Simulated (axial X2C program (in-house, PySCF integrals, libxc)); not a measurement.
# Linear SnCO at several levels

Aim: the two bond lengths and stretching wavenumbers of linear SnCO, with and without spin–orbit coupling, at PBE0, PBE.

Computed with an in-house X2C program for linear molecules on PySCF integrals. Level: all-electron X2C, two-component (2c) or spin-free, Sn dyall-v3z, C dyall-v3z, O dyall-av3z.

All values are calculated.

2 further runs of the same task are left out: 2 set aside as unsound or not needed.

**1. Set-up**

The input, task.json:

```json
{"zs": [50, 6, 8], "q": 0, "bas": ["dyall-v3z", "dyall-v3z", "dyall-av3z"], "r0": [2.1, 1.15], "symm": 0, "scan": ["PBE0", "HF", "PBE"], "levels": ["PBE0", "HF", "BHandHLYP"], "nst": 2}
```

Keys: zs atomic numbers; q charge; bas basis sets; r0 starting distance in Å; symm equal bonds; scan levels of the two-bond scan; levels methods; nst determinants followed.

Command:

```console
$ python solin.py task.json out
```

Masses Sn 119.902, C 12.000, O 15.995 u.

**2. Scan at PBE0, 2c**

State: Ω = 1 (beyond evenly filled blocks: ω = -1/2, ω = 3/2). Energies above the lowest point, from the job's result record:

```
r(Sn–C) (Å)  r(C–O) (Å)  E (meV)
     2.1294      1.1164    59.03
     2.1294      1.1450    11.01
     2.1294      1.1736    49.48
     2.1840      1.1164    40.34
     2.1840      1.1450     0.00
     2.1840      1.1736    45.95
     2.1840      1.2023   162.52
     2.2386      1.1164    45.24
     2.2386      1.1450    12.20
     2.2386      1.1736    65.28
     2.2932      1.1450    40.88
     2.2932      1.2023   230.89
```

A quadratic surface with cubic terms in each bond gives the minimum at 2.181 and 1.143 Å, force constants 1.26, 17 and coupling 0.73 mdyn/Å.

**3. Scan at PBE, 2c**

State: Ω = 1 (beyond evenly filled blocks: ω = -1/2, ω = 3/2). Energies above the lowest point, from the job's result record:

```
r(Sn–C) (Å)  r(C–O) (Å)  E (meV)
     2.1294      1.1164   128.45
     2.1294      1.1450    26.21
     2.1294      1.1736    11.24
     2.1840      1.1164   104.65
     2.1840      1.1450     8.83
     2.1840      1.1736     0.00
     2.1840      1.2023    62.49
     2.2386      1.1164   106.69
     2.2386      1.1450    17.03
     2.2386      1.1736    14.09
     2.2932      1.1450    44.13
     2.2932      1.2023   120.33
```

A quadratic surface with cubic terms in each bond gives the minimum at 2.184 and 1.162 Å, force constants 1.37, 15.1 and coupling 0.60 mdyn/Å.

**4. Scan at PBE0, spin-free**

State: M_S = 1, Λ = 0 (beyond evenly filled blocks: π+α, π-α). Energies above the lowest point, from the job's result record:

```csv
r(Sn–C) (Å),r(C–O) (Å),E (meV)
2.1294,1.1164,57.80
2.1294,1.1450,10.19
2.1294,1.1736,49.08
2.1840,1.1164,39.93
2.1840,1.1450,0.00
2.1840,1.1736,46.38
2.1840,1.2023,163.39
2.2386,1.1164,45.74
2.2386,1.1450,13.12
2.2386,1.1736,66.64
2.2932,1.1450,42.81
2.2932,1.2023,233.73
```

A quadratic surface with cubic terms in each bond gives the minimum at 2.179 and 1.143 Å, force constants 1.28, 17.1 and coupling 0.73 mdyn/Å.

**5. Comparison**

| level | r(Sn–C) (Å) | r(C–O) (Å) | lower stretch (cm⁻¹) | upper stretch (cm⁻¹) |
| --- | --- | --- | --- | --- |
| PBE0, 2c | 2.181 | 1.143 | 306.6 | 2028.6 |
| PBE, 2c | 2.184 | 1.162 | 319.2 | 1918.8 |
| PBE0, spin-free | 2.179 | 1.143 | 308.8 | 2029.5 |
| PBE, spin-free | 2.182 | 1.162 | 321.2 | 1919.4 |

Scans not shown above were run alike.

In words: Over the levels the Sn–C bond spans 2.179 to 2.184 Å and the C–O bond 1.143 to 1.162 Å. At PBE0 going from spin-free to two-component moves the bonds by +0.002 and +0.000 Å. Each state is one determinant, the lowest of a limited PBE0 search; the stretches come from a fit to few points and are good to some per cent at best. The molecule was held linear; bending was not examined, so a bent shape may lie lower. Open-shell Ω = 0 determinants with evenly filled partner blocks cannot be reached by this program, so the Ω shown need not be the lowest component. Note: several unpaired electrons, one determinant need not be a pure state.
